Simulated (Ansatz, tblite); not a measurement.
# Cyclo-(H2SnS)2 (Sn₂H₄S₂): rung by rung, part 2 of 2

Aim: run the singlet of cyclo-(H2SnS)2 (Sn₂H₄S₂) at one geometry on many levels, and compare frontier levels, spin and run time.

Ansatz 0.2.0, Gaussian basis; as each input shows. Earlier steps stand in the parts before.

## 15. LC-ωPBE(0.20)/def2-TZVP

File in.yaml:

```yaml
crystal:
  periodic: [false, false, false]
  atoms:
    - {symbol: Sn, position_ang: [-1.139773, -0.111874, 1.180677]}
    - {symbol: H, position_ang: [-1.150836, -1.337886, 2.402851]}
    - {symbol: H, position_ang: [-2.468910, 0.985257, 1.344105]}
    - {symbol: S, position_ang: [1.019618, 1.070248, 1.085710]}
    - {symbol: Sn, position_ang: [1.139926, 0.111628, -1.180573]}
    - {symbol: H, position_ang: [1.146595, 1.339738, -2.400696]}
    - {symbol: H, position_ang: [2.470706, -0.982844, -1.348172]}
    - {symbol: S, position_ang: [-1.017325, -1.074256, -1.083892]}
basis:
  gaussian: {orbitals: def2-TZVP, initial_orbitals: start.molden}
hamiltonian: {xc: {name: LC-wPBE, parameters: {omega: 0.2/bohr}}}
scf: {omitted_lower_state_checks: [starts]}
output: {orbitals: {seedname: orbitals}}
```

On the command line:

```bash
> ansatz run in.yaml --threads 4 --pin off --events-out ev --progress --plain --max-ram 3916MiB
```

Standard output:

```text
Functional definition: LC-wPBE
  name "LC-wPBE"
  cite "Vydrov & Scuseria, J. Chem. Phys. 125, 234109 (2006) doi:10.1063/1.2409292"
  cite "Heyd & Scuseria, J. Chem. Phys. 120, 7274 (2004) doi:10.1063/1.1668634"
  cite "Ernzerhof & Perdew, J. Chem. Phys. 109, 3313 (1998) doi:10.1063/1.476928"
  cite "Perdew, Burke & Ernzerhof, Phys. Rev. Lett. 77, 3865 (1996) doi:10.1103/PhysRevLett.77.3865"
  parent pbe
  parameter omega = 0.4/bohr
  exchange = pbe_x_sr(omega) + exact_x_lr(omega)
  correlation = pbe_c
  with omega = 0.2/bohr from the input
these checks for a lower state are left out or cut short: starts
1474 factors; their error is unknown
203 factors; integrals over basis functions are off by at most 1.1e-6 eV
mean field evaluation 1: about -33394.9613 eV, gradient 1.2e1 eV
mean field evaluation 2: about -33395.0415 eV, gradient 9.7e-2 eV
mean field evaluation 4: about -33395.0238 eV, gradient 7.0e-5 eV
mean field -33395.02384118 eV, -1227.2444902030 hartree, gradient 1.8e-5 eV, S^2 0.000000; 0 other end points of the search recorded, 0 dependent functions left out
reference -33395.02384121 eV, -1227.2444902043 hartree; 40, 40 occupied and 158, 158 virtual orbitals, 1474 factors
Total energy: -33395.02384121 eV, -1227.2444902043 hartree
Checks for a lower state left out: starts
```

It took 3.6 s on 4 threads of Arm Neoverse V1, shared host.

From the report: HOMO -8.61 eV, LUMO -0.19 eV.

## 16. LC-ωPBE(0.30)/def2-TZVP

in.yaml: that of step 15 with these lines changed.

```diff
@@ -13,3 +13,3 @@
   gaussian: {orbitals: def2-TZVP, initial_orbitals: start.molden}
-hamiltonian: {xc: {name: LC-wPBE, parameters: {omega: 0.2/bohr}}}
+hamiltonian: {xc: {name: LC-wPBE, parameters: {omega: 0.3/bohr}}}
 scf: {omitted_lower_state_checks: [starts]}
```

Same command.

Standard output:

```text
Functional definition: LC-wPBE
  name "LC-wPBE"
  cite "Vydrov & Scuseria, J. Chem. Phys. 125, 234109 (2006) doi:10.1063/1.2409292"
  cite "Heyd & Scuseria, J. Chem. Phys. 120, 7274 (2004) doi:10.1063/1.1668634"
  cite "Ernzerhof & Perdew, J. Chem. Phys. 109, 3313 (1998) doi:10.1063/1.476928"
  cite "Perdew, Burke & Ernzerhof, Phys. Rev. Lett. 77, 3865 (1996) doi:10.1103/PhysRevLett.77.3865"
  parent pbe
  parameter omega = 0.4/bohr
  exchange = pbe_x_sr(omega) + exact_x_lr(omega)
  correlation = pbe_c
  with omega = 0.3/bohr from the input
these checks for a lower state are left out or cut short: starts
1474 factors; their error is unknown
337 factors; integrals over basis functions are off by at most 1.3e-5 eV
mean field evaluation 1: about -33396.0834 eV, gradient 1.1e1 eV
mean field evaluation 2: about -33396.1983 eV, gradient 1.7e-1 eV
mean field evaluation 4: about -33396.1799 eV, gradient 2.6e-4 eV
mean field -33396.17990658 eV, -1227.2869748229 hartree, gradient 1.7e-5 eV, S^2 0.000000; 0 other end points of the search recorded, 0 dependent functions left out
reference -33396.17990659 eV, -1227.2869748235 hartree; 40, 40 occupied and 158, 158 virtual orbitals, 1474 factors
Total energy: -33396.17990659 eV, -1227.2869748235 hartree
Checks for a lower state left out: starts
```

It took 4 s on 4 threads of Arm Neoverse V1, shared host.

HOMO -9.36 eV, LUMO 0.26 eV.

## 17. PBE-D4/def2-SVP

in.yaml: that of step 16 with these lines changed.

```diff
@@ -12,4 +12,4 @@
 basis:
-  gaussian: {orbitals: def2-TZVP, initial_orbitals: start.molden}
-hamiltonian: {xc: {name: LC-wPBE, parameters: {omega: 0.3/bohr}}}
+  gaussian: {orbitals: def2-SVP, initial_orbitals: start.molden}
+hamiltonian: {xc: pbe, dispersion: d4}
 scf: {omitted_lower_state_checks: [starts]}
```

Same command.

Standard output:

```text
Functional definition: PBE
  name "PBE"
  cite "Perdew, Burke & Ernzerhof, Phys. Rev. Lett. 77, 3865 (1996) doi:10.1103/PhysRevLett.77.3865"
  parent pbe
  parameter kappa = 0.804
  parameter beta = 0.06672455060314922
  exchange = pbe_x(kappa = kappa, mu = beta*pi^2/3)
  correlation = pbe_c(beta = beta)
these checks for a lower state are left out or cut short: starts
1224 factors; their error is unknown
mean field evaluation 1: about -33383.7286 eV, gradient 3.0e1 eV
mean field evaluation 2: about -33384.0536 eV, gradient 5.5e-1 eV
mean field evaluation 4: about -33384.0122 eV, gradient 6.7e-2 eV
mean field -33384.01216215 eV, -1226.8398184627 hartree, gradient 1.7e-5 eV, S^2 0.000000; 0 other end points of the search recorded, 0 dependent functions left out
reference -33384.01220668 eV, -1226.8398200994 hartree; 40, 40 occupied and 68, 68 virtual orbitals, 1224 factors
Total energy: -33384.32247461 eV, -1226.8512222355 hartree
Checks for a lower state left out: starts
```

Wall time 1.3 s (4 threads of Arm Neoverse V1, shared host).

Report: HOMO -5.92 eV, LUMO -2.16 eV.

## 18. PBE0-D4/def2-SVP

in.yaml: that of step 17 with these lines changed.

```diff
@@ -13,3 +13,3 @@
   gaussian: {orbitals: def2-SVP, initial_orbitals: start.molden}
-hamiltonian: {xc: pbe, dispersion: d4}
+hamiltonian: {xc: pbe0, dispersion: d4}
 scf: {omitted_lower_state_checks: [starts]}
```

Launched as before.

Standard output:

```text
Functional definition: PBE0
  name "PBE0"
  cite "Adamo & Barone, J. Chem. Phys. 110, 6158 (1999) doi:10.1063/1.478522"
  cite "Perdew, Burke & Ernzerhof, Phys. Rev. Lett. 77, 3865 (1996) doi:10.1103/PhysRevLett.77.3865"
  parent pbe
  parameter a = 0.25
  parameter kappa = 0.804
  parameter beta = 0.06672455060314922
  exchange = (1 - a)*pbe_x(kappa = kappa, mu = beta*pi^2/3) + a*exact_x
  correlation = pbe_c(beta = beta)
these checks for a lower state are left out or cut short: starts
1204 factors; integrals over basis functions are off by at most 4.2e-4 eV
mean field evaluation 1: about -33386.2467 eV, gradient 2.9e1 eV
mean field evaluation 2: about -33386.4523 eV, gradient 3.2e-1 eV
mean field evaluation 4: about -33386.5051 eV, gradient 6.0e-4 eV
mean field -33386.50512146 eV, -1226.9314330277 hartree, gradient 2.6e-5 eV, S^2 0.000000; 0 other end points of the search recorded, 0 dependent functions left out
reference -33386.50515456 eV, -1226.9314342441 hartree; 40, 40 occupied and 68, 68 virtual orbitals, 1204 factors
Total energy: -33386.77281459 eV, -1226.9412705689 hartree
Checks for a lower state left out: starts
```

It took 2.4 s on 4 threads of Arm Neoverse V1, shared host.

Report: HOMO -7.17 eV, LUMO -1.39 eV.

## 19. CCSD(T)/def2-SVP

in.yaml: that of step 18 with these lines changed.

```diff
@@ -13,3 +13,3 @@
   gaussian: {orbitals: def2-SVP, initial_orbitals: start.molden}
-hamiltonian: {xc: pbe0, dispersion: d4}
+correlation: {method: ccsd_t}
 scf: {omitted_lower_state_checks: [starts]}
```

Same command.

Standard output:

```text
Functional definition: HF
  name "HF"
  cite "Fock, Z. Phys. 61, 126 (1930) doi:10.1007/BF01340294"
  parent pbe
  exchange = exact_x
  correlation = 0
these checks for a lower state are left out or cut short: starts
1204 factors; integrals over basis functions are off by at most 4.2e-4 eV
mean field evaluation 1: about -33303.0434 eV, gradient 3.4e1 eV
mean field evaluation 2: about -33304.0388 eV, gradient 1.2e0 eV
mean field evaluation 4: about -33304.0725 eV, gradient 2.3e-1 eV
mean field evaluation 8: about -33304.0726 eV, gradient 4.6e-6 eV
mean field -33304.07257763 eV, -1223.9020929168 hartree, gradient 4.6e-6 eV, S^2 0.000000; 0 other end points of the search recorded, 0 dependent functions left out
18 core orbitals not correlated: weight in the atoms' cores, before any rotation towards them, 1.000 or more for the frozen orbitals, at most 0.000 for the correlated occupied ones
reference -33304.07257763 eV, -1223.9020929168 hartree; 22, 22 occupied and 68, 68 virtual orbitals, 1204 factors
second order -12.79688658 eV of doubles, -0.00000000 eV of singles
cycle   1  -13.69123023 eV  change   -8.9e-1 eV  update   1.0e-1
cycle   2  -14.16637041 eV  change   -4.8e-1 eV  update   3.3e-2
cycle   3  -14.24640481 eV  change   -8.0e-2 eV  update   1.4e-2
cycle   4  -14.24181862 eV  change    4.6e-3 eV  update   3.2e-3
cycle   5  -14.24088701 eV  change    9.3e-4 eV  update   1.1e-3
cycle   6  -14.24069756 eV  change    1.9e-4 eV  update   4.4e-4
cycle   7  -14.24066195 eV  change    3.6e-5 eV  update   1.5e-4
cycle   8  -14.24072991 eV  change   -6.8e-5 eV  update   6.0e-5
cycle   9  -14.24073017 eV  change   -2.6e-7 eV  update   1.6e-5
perturbative correction -0.51783226 eV, -0.0190299844 hartree
Total energy: -33318.83114006 eV, -1224.4444600822 hartree
Checks for a lower state left out: starts
```

It took 11 s on 4 threads of Arm Neoverse V1, shared host.

Report: Hartree-Fock HOMO -9.94 eV, LUMO 1.53 eV; T1 0.010.

## 20. MP2/def2-TZVP

in.yaml: that of step 19 with these lines changed.

```diff
@@ -12,4 +12,4 @@
 basis:
-  gaussian: {orbitals: def2-SVP, initial_orbitals: start.molden}
-correlation: {method: ccsd_t}
+  gaussian: {orbitals: def2-TZVP, initial_orbitals: start.molden}
+correlation: {method: mp2}
 scf: {omitted_lower_state_checks: [starts]}
```

Launched as before.

Standard output:

```text
Functional definition: HF
  name "HF"
  cite "Fock, Z. Phys. 61, 126 (1930) doi:10.1007/BF01340294"
  parent pbe
  exchange = exact_x
  correlation = 0
these checks for a lower state are left out or cut short: starts
1594 factors; integrals over basis functions are off by at most 1.2e-3 eV
mean field evaluation 1: about -33310.7207 eV, gradient 3.3e1 eV
mean field evaluation 2: about -33311.7632 eV, gradient 1.2e0 eV
mean field evaluation 4: about -33312.1250 eV, gradient 1.5e-2 eV
mean field evaluation 8: about -33312.1251 eV, gradient 2.4e-6 eV
mean field -33312.12514502 eV, -1224.1980193102 hartree, gradient 1.6e-6 eV, S^2 0.000000; 0 other end points of the search recorded, 0 dependent functions left out
18 core orbitals not correlated: weight in the atoms' cores, before any rotation towards them, 1.000 or more for the frozen orbitals, at most 0.000 for the correlated occupied ones
reference -33312.12514502 eV, -1224.1980193102 hartree; 22, 22 occupied and 158, 158 virtual orbitals, 1594 factors
second order -26.45049139 eV of doubles, -0.00000000 eV of singles
Total energy: -33338.57563641 eV, -1225.1700569399 hartree
Checks for a lower state left out: starts
```

Wall time 6.5 s (4 threads of Arm Neoverse V1, shared host).

Hartree-Fock HOMO -9.95 eV, LUMO 1.28 eV.

## 21. RPA/def2-TZVP

in.yaml: that of step 20 with these lines changed.

```diff
@@ -13,4 +13,4 @@
   gaussian: {orbitals: def2-TZVP, initial_orbitals: start.molden}
-correlation: {method: mp2}
+hamiltonian: {xc: pbe}
+correlation: {method: rpa}
 scf: {omitted_lower_state_checks: [starts]}
-output: {orbitals: {seedname: orbitals}}
```

Launched as before.

Standard output:

```text
Functional definition: PBE
  name "PBE"
  cite "Perdew, Burke & Ernzerhof, Phys. Rev. Lett. 77, 3865 (1996) doi:10.1103/PhysRevLett.77.3865"
  parent pbe
  parameter kappa = 0.804
  parameter beta = 0.06672455060314922
  exchange = pbe_x(kappa = kappa, mu = beta*pi^2/3)
  correlation = pbe_c(beta = beta)
these checks for a lower state are left out or cut short: starts
1594 factors; integrals over basis functions are off by at most 1.2e-3 eV
mean field evaluation 1: about -33392.0179 eV, gradient 1.2e1 eV
mean field evaluation 2: about -33392.1605 eV, gradient 1.9e-1 eV
mean field evaluation 4: about -33392.1551 eV, gradient 3.0e-4 eV
mean field evaluation 8: about -33392.1551 eV, gradient 2.0e-6 eV
mean field -33392.15510320 eV, -1227.1390660270 hartree, gradient 2.0e-6 eV, S^2 0.000000; 0 other end points of the search recorded, 0 dependent functions left out
18 core orbitals not correlated: weight in the atoms' cores, before any rotation towards them, 1.000 or more for the frozen orbitals, at most 0.000 for the correlated occupied ones
reference -33310.11041027 eV, -1224.1239791735 hartree; 22, 22 occupied and 158, 158 virtual orbitals, 1594 factors
Total energy: -33350.62578988 eV, -1225.6128919121 hartree
Checks for a lower state left out: starts
```

Wall time 9.5 s (4 threads of Arm Neoverse V1, shared host).

## 22. Comparison

| level | functions | HOMO (eV) | LUMO (eV) | gap (eV) | time |
| --- | --- | --- | --- | --- | --- |
| LDA/def2-TZVP | 198 | -6.15 | -2.63 | 3.52 | 2.3 s |
| PBE-D4/def2-SVP | 108 | -5.92 | -2.16 | 3.75 | 1.3 s |
| PBE-D4/def2-TZVP | 198 | -6.07 | -2.40 | 3.67 | 3.4 s |
| BLYP-D4/def2-TZVP | 198 | -5.91 | -2.33 | 3.57 | 3.9 s |
| r2SCAN-D4/def2-TZVP | 198 | -6.35 | -2.20 | 4.15 | 8.5 s |
| B3LYP-D4/def2-TZVP | 198 | -7.01 | -1.82 | 5.19 | 7 s |
| PBE0-D4/def2-SVP | 108 | -7.17 | -1.39 | 5.79 | 2.4 s |
| PBE0-D4/def2-TZVP | 198 | -7.25 | -1.55 | 5.70 | 7.5 s |
| HSE06-D4/def2-TZVP | 198 | -6.85 | -1.92 | 4.93 | 7 s |
| BHLYP-D4/def2-TZVP | 198 | -8.28 | -0.73 | 7.54 | 6 s |
| LC-ωPBE/def2-TZVP | 198 | -9.87 | 0.49 | 10.36 | 5.5 s |
| ωB97M-V/def2-TZVP | 198 | -9.36 | 0.11 | 9.47 | 15 s |
| LC-ωPBE(0.10)/def2-TZVP | 198 | -7.52 | -1.04 | 6.49 | 5 s |
| LC-ωPBE(0.15)/def2-TZVP | 198 | -8.11 | -0.55 | 7.56 | 4 s |
| LC-ωPBE(0.20)/def2-TZVP | 198 | -8.61 | -0.19 | 8.41 | 3.6 s |
| LC-ωPBE(0.30)/def2-TZVP | 198 | -9.36 | 0.26 | 9.61 | 4 s |

Energy pieces by basis (eV):

```csv
basis,HF,MP2 correlation,CCSD correlation,(T),total
def2-SVP,-33304.0726,-12.7969,-14.2407,-0.5178,-33318.8311
def2-TZVP,-33312.1251,-26.4505,,,-33338.5756 (MP2)
```

The correlation energy is far from converged in these sets, so it jumps between bases; where outer-core shells are correlated, the sets cover them unevenly.

## 23. Binding energy

Free atoms were run apart at each level; binding is atoms less cluster, divided by the number of atoms, without zero-point or spin-orbit terms.

Differences are taken before rounding.

```
             method  binding an atom (eV)  from CCSD(T)/def2-SVP (eV)   time
        HF/def2-SVP                 1.700                      -0.663       
       HF/def2-TZVP                 1.752                      -0.612       
      LDA/def2-TZVP                 3.042                      +0.678  2.3 s
    PBE-D4/def2-SVP                 2.610                      +0.247  1.3 s
   PBE-D4/def2-TZVP                 2.642                      +0.278  3.4 s
  BLYP-D4/def2-TZVP                 2.571                      +0.207  3.9 s
r2SCAN-D4/def2-TZVP                 2.638                      +0.274  8.5 s
 B3LYP-D4/def2-TZVP                 2.589                      +0.225    7 s
   PBE0-D4/def2-SVP                 2.571                      +0.207  2.4 s
  PBE0-D4/def2-TZVP                 2.608                      +0.245  7.5 s
 HSE06-D4/def2-TZVP                 2.608                      +0.245    7 s
 BHLYP-D4/def2-TZVP                 2.542                      +0.178    6 s
  LC-ωPBE/def2-TZVP                 2.554                      +0.190  5.5 s
  ωB97M-V/def2-TZVP                 2.634                      +0.270   15 s
       MP2/def2-SVP                 2.360                      -0.004       
      MP2/def2-TZVP                 2.481                      +0.117  6.5 s
      CCSD/def2-SVP                 2.317                      -0.047       
   CCSD(T)/def2-SVP                 2.364                           0   11 s
```

Among the levels timed on like hardware and quicker than the yardstick, those that no quicker one beats, quickest first: PBE-D4/def2-SVP (1.3 s, +0.247 eV); PBE0-D4/def2-SVP (2.4 s, +0.207 eV); LC-ωPBE/def2-TZVP (5.5 s, +0.190 eV); BHLYP-D4/def2-TZVP (6 s, +0.178 eV); MP2/def2-TZVP (6.5 s, +0.117 eV).

## 24. Outcome

This closing draws on all 2 parts.

```
                                                 quantity                              value
gap in def2-TZVP, named functionals, smallest and largest  3.52 eV (LDA), 10.36 eV (LC-ωPBE)
                                  gap over the ω (1/bohr)    6.49 eV at 0.1, 10.36 eV at 0.4
                     correlation energy, CCSD(T)/def2-SVP                          -14.76 eV
                        correlation energy, MP2/def2-TZVP                          -26.45 eV
                        binding an atom, CCSD(T)/def2-SVP                           2.364 eV
          PBE0 total energy, smallest basis above largest      8.02 eV (def2-SVP, def2-TZVP)
```

What this shows: Orbital gaps of the named functionals in def2-TZVP span 3.52 eV (LDA) to 10.36 eV (LC-ωPBE); exact exchange widens it. Raising the ω (1/bohr) from 0.1 to 0.4 moves the HOMO by -2.35 eV and the LUMO by +1.53 eV. The functionals in def2-TZVP miss CCSD(T)/def2-SVP by +0.178 (BHLYP-D4) to +0.678 eV (LDA) an atom. The yardstick is in a double-zeta basis, so levels in larger sets aren't compared like for like. The reference is CCSD(T) in one finite basis, so it carries an error of its own, often a tenth of an eV or more, and near misses can't be ranked.

For cost: MP2/def2-TZVP gets within 0.117 eV in 6.5 s, where CCSD(T)/def2-SVP took 11 s; the quickest level in the cost chart, PBE-D4/def2-SVP, takes 1.3 s and misses by 0.247 eV. The slowest run with a step of its own, ωB97M-V/def2-TZVP, took 15 s; the quickest functional in def2-TZVP took 2.3 s (shared host).
